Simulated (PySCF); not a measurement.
# EuH3(NH3): other functionals and bases at one geometry

One table from this session's results is given with a row withheld; the runs are named, their logs left out.

Program: PySCF 2.14.0. Level of theory: several levels, as the steps say, no spin–orbit coupling. These are calculated values, not measurements.

1 further run of the same task is left out (for a known fault of the program).

## The starting structure

8 atoms, charge 0, spin multiplicity 1.

Bond lengths: Eu1–H2 2.067 Å, Eu1–H3 2.067 Å, Eu1–H4 2.067 Å, Eu1–N5 2.538 Å, N5–H6 1.023 Å, N5–H7 1.023 Å, N5–H8 1.023 Å. Angles: H2–Eu1–H3 118.6°, H2–Eu1–H4 118.6°, H2–Eu1–N5 97.0°, H3–Eu1–H4 118.6°, H3–Eu1–N5 97.0°, H4–Eu1–N5 97.0°, Eu1–N5–H6 112.4°, Eu1–N5–H7 112.4°, Eu1–N5–H8 112.4°, H6–N5–H7 106.4°, H6–N5–H8 106.4°, H7–N5–H8 106.4°.

Coordinates:

```mol
EuH6N
  3D, bonds by distance, orders not assigned

  8  7  0  0  0  0  0  0  0  0999 V2000
    0.2437   -0.2437    0.2437 Eu  0  0
    1.2261    1.2873    1.2261 H   0  0
   -1.2873   -1.2261    1.2261 H   0  0
    1.2261   -1.2261   -1.2873 H   0  0
   -1.2216    1.2216   -1.2216 N   0  0
   -1.8325    1.8325   -0.6746 H   0  0
   -0.6746    1.8325   -1.8325 H   0  0
   -1.8325    0.6746   -1.8325 H   0  0
  1  2  8  0
  1  3  8  0
  1  4  8  0
  1  5  8  0
  5  6  8  0
  5  7  8  0
  5  8  8  0
M  END
```

Formal oxidation states: Eu +3. Each metal's 6 4f electrons lie in its core potential, so multiplicities, spins and levels count the valence alone. An earlier session relaxed this geometry at PBE0, Eu lcecp-1-SVP with ECP52, H def2-SVP, N def2-SVP (singlet, point group C3v).

At PBE0 on the finer grid: E = -93.498215 Eh, HOMO -6.19 eV, LUMO -0.55 eV, Mulliken charge on Eu1 +0.60 e, largest force component 0.001 eV/Å. 

Levels to run: M06-L; r2SCAN; PBE0, TZVP. Hardware: 2 threads of Arm Neoverse V1, shared host.

The first run:

The input, run.py (the lines that set the calculation):

```python
mol = gto.M(atom='''
Eu     0.24369    -0.24369     0.24369
H      1.22608     1.28732     1.22608
H     -1.28732    -1.22608     1.22608
H      1.22608    -1.22608    -1.28732
N     -1.22158     1.22158    -1.22158
H     -1.83252     1.83252    -0.67465
H     -0.67465     1.83252    -1.83252
H     -1.83252     0.67465    -1.83252''',
    basis={'Eu': 'lcecp-1-SVP', 'H': 'def2-SVP', 'N': 'def2-SVP'},
    ecp={'Eu': 'lcecp-1-SVP'},
    charge=0, spin=0)
mf = dft.RKS(mol, xc='M06L')
mf.grids.atom_grid = (75, 302)  # f atoms: unpruned, at least (60, 302)
mf = mf.density_fit()  # fitting sets: Eu AutoAux, H def2-universal-JKFIT, N def2-universal-JKFIT
mf.conv_tol = 1e-08; mf.max_cycle = 55
mf.kernel(dm0)  # dm0: the density of the relaxed state
```

Launch:

```sh
$ OMP_NUM_THREADS=2 python run.py
```

Steps of the session up to this table: M06-L; r2SCAN; PBE0, TZVP.

One of the session's tables, all rows but one given; the rest of the session is left out.

```
              level  HOMO (eV)  gap (eV)  charge on Eu1 (e)  dipole (D)  largest force component (eV/Å)
PBE0 (relaxed here)      -6.19      5.64               0.60        5.64                            0.00
              M06-L          ?         ?                  ?           ?                               ?
             r2SCAN      -5.27      4.12               0.60        5.60                            0.07
         PBE0, TZVP      -6.23      5.53               0.80        5.52                            0.22
```

Q: Estimate the row for M06-L from the others.

**Answer.** HOMO (eV): -5.31; gap (eV): 4.41; charge on Eu1 (e): 0.86; dipole (D): 5.48; largest force component (eV/Å): 0.11. In the column «HOMO (eV)» it lies between PBE0 (relaxed here) (-6.19) and r2SCAN (-5.27).

In one basis the HOMO–LUMO gap runs from 4.12 eV (r2SCAN) to 5.64 eV (PBE0). The largest leftover force, 0.22 eV/Å with PBE0, TZVP, stands at a geometry relaxed at another level. With 4f in the core, its levels are missing from HOMO and gap, and its count is fixed, so no charge can pass from the ligands into it. Total energies of different levels can't be compared.
